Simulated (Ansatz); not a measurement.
# C₃H₈SSi: one species, many methods

How much do the methods differ for C₃H₈SSi? The plan is to run it at one geometry with functionals of several rungs and with coupled cluster. The yardstick is the atomisation energy at the CCSD(T) limit.

Program: Ansatz 0.2.0, Gaussian basis. Level of theory: functionals in def2-TZVPP, the program's frozen cores in correlated methods. These are calculated values, not measurements.

Plan: LDA (SPW92), PBE-D4, revPBE-D4, BLYP-D4, r2SCAN-D4, B97M-V, PBE0-D4, B3LYP-D4, r2SCANh-D4, r2SCAN0-D4, HSE06-D4, BHLYP-D4, CAM-B3LYP-D4, LC-ωPBE, ωB97X-V, ωB97M-V, B2PLYP, PBE-QIDH; CCSD(T)/def2-SVP; CCSD(T)/def2-TZVPP; MP2/def2-QZVPP; extrapolation to the limit; RPA on PBE.

## Step 1: The relaxed structure

The geometry comes from an earlier relaxation with PBE0-D4 in a triple-zeta def2 set; it is a stationary point, not always the lowest conformer.

SMILES `C[SiH2]CC=S`, 13 atoms, charge 0, spin multiplicity 1.

Atoms are counted from 1 here; the program's logs count them from 0.

Bond lengths: C1–Si2 1.867 Å, C1–H6 1.092 Å, C1–H7 1.092 Å, C1–H8 1.093 Å, Si2–C3 1.907 Å, Si2–H9 1.485 Å, Si2–H10 1.489 Å, C3–C4 1.468 Å, C3–H11 1.095 Å, C3–H12 1.092 Å, C4–S5 1.616 Å, C4–H13 1.094 Å. Angles: Si2–C1–H6 111.0°, Si2–C1–H7 110.3°, Si2–C1–H8 111.3°, H6–C1–H7 107.9°, H6–C1–H8 108.4°, H7–C1–H8 107.9°, C1–Si2–C3 111.4°, C1–Si2–H9 110.8°, C1–Si2–H10 110.6°, C3–Si2–H9 107.6°, C3–Si2–H10 107.0°, H9–Si2–H10 109.2°, Si2–C3–C4 109.5°, Si2–C3–H11 106.8°, Si2–C3–H12 106.6°, C4–C3–H11 111.6°, C4–C3–H12 111.7°, H11–C3–H12 110.3° and more.

## Step 2: LDA

This LDA is Slater exchange with PW92 correlation.

Input file in.yaml:

```yaml
crystal:
  periodic: [false, false, false]
  atoms:
    - {symbol: C, position_ang: [-1.782096, -0.289539, -0.117650]}
    - {symbol: Si, position_ang: [-0.076022, -1.034929, -0.255435]}
    - {symbol: C, position_ang: [1.237055, 0.071266, 0.575073]}
    - {symbol: C, position_ang: [1.146809, 1.431704, 0.031255]}
    - {symbol: S, position_ang: [2.000293, 2.031081, -1.202771]}
    - {symbol: H, position_ang: [-1.833274, 0.669067, -0.639064]}
    - {symbol: H, position_ang: [-2.524183, -0.954529, -0.565526]}
    - {symbol: H, position_ang: [-2.062052, -0.128962, 0.926274]}
    - {symbol: H, position_ang: [0.314035, -1.202849, -1.678448]}
    - {symbol: H, position_ang: [-0.025475, -2.357833, 0.426122]}
    - {symbol: H, position_ang: [1.032400, 0.052366, 1.650771]}
    - {symbol: H, position_ang: [2.207421, -0.384217, 0.365216]}
    - {symbol: H, position_ang: [0.385589, 2.062674, 0.499182]}
basis:
  gaussian: {orbitals: def2-TZVPP}
hamiltonian: {xc: lda}
output: {orbitals: {seedname: orbitals}}
```

Further steps of the session: PBE-D4 (GGA); revPBE-D4 (GGA); BLYP-D4 (GGA); r2SCAN-D4 (meta-GGA); B97M-V (meta-GGA); PBE0-D4 (hybrid); B3LYP-D4 (hybrid); r2SCANh-D4 (hybrid); r2SCAN0-D4 (hybrid); HSE06-D4 (hybrid); BHLYP-D4 (hybrid); CAM-B3LYP-D4 (range-separated); LC-ωPBE (range-separated); ωB97X-V (range-separated); ωB97M-V (range-separated); B2PLYP (double hybrid); PBE-QIDH (double hybrid); CCSD(T) in def2-SVP; CCSD(T) in def2-TZVPP; MP2 in def2-QZVPP; RPA on PBE orbitals.

Q: Predict the results of all the runs planned. Wanted: atomisation energy, CCSD(T)/CBS; farthest beyond LDA; mean size of error, GGA; mean size of error, meta-GGA; mean size of error, hybrid; mean size of error, range-separated; mean size of error, double hybrid; gap, smallest and largest; T1 diagnostic.

As calculated:

```
                               quantity                                                                                                             value
        atomisation energy, CCSD(T)/CBS                                                                                                   1141.2 kcal/mol
functionals within 5.7 kcal/mol (0.5 %)  revPBE-D4, BLYP-D4, r2SCAN-D4, PBE0-D4, B3LYP-D4, r2SCANh-D4, HSE06-D4, CAM-B3LYP-D4, ωB97X-V, ωB97M-V, PBE-QIDH
                    farthest beyond LDA                                                                                         BHLYP-D4 (-25.3 kcal/mol)
                mean size of error, GGA                                                                                                      9.1 kcal/mol
           mean size of error, meta-GGA                                                                                                      5.6 kcal/mol
             mean size of error, hybrid                                                                                                      7.4 kcal/mol
    mean size of error, range-separated                                                                                                      4.8 kcal/mol
      mean size of error, double hybrid                                                                                                      8.4 kcal/mol
              gap, smallest and largest                                                                          2.12 eV (LDA (SPW92)), 9.28 eV (LC-ωPBE)
                          T1 diagnostic                                                                                                            0.0146
triples share of the correlation energy                                                                                                             4.4 %
```

The LDA atomisation energy is off by 150.9 kcal/mol (13 %): it overbinds. PBE-D4 is off by +18.5 kcal/mol. Double hybrids carry the basis error of their MP2 part in triple zeta, and no dispersion term here, so their miss is partly the set-up's. The rungs range-separated, meta-GGA miss on average by less than the doubt on the reference (5.7 kcal/mol), so they tie. Misses under about 5.7 kcal/mol are within the doubt on the reference itself, which lacks core-valence correlation, relativity and higher excitations. Hartree-Fock recovers 74 % of the binding; the rest is correlation. CCSD(T) in def2-SVP is off by -59.0 kcal/mol, so the small basis spoils what the method gains. Orbital gaps span 2.1 to 9.3 eV; exact exchange widens them. The restricted reference is unstable towards a spin-broken one.
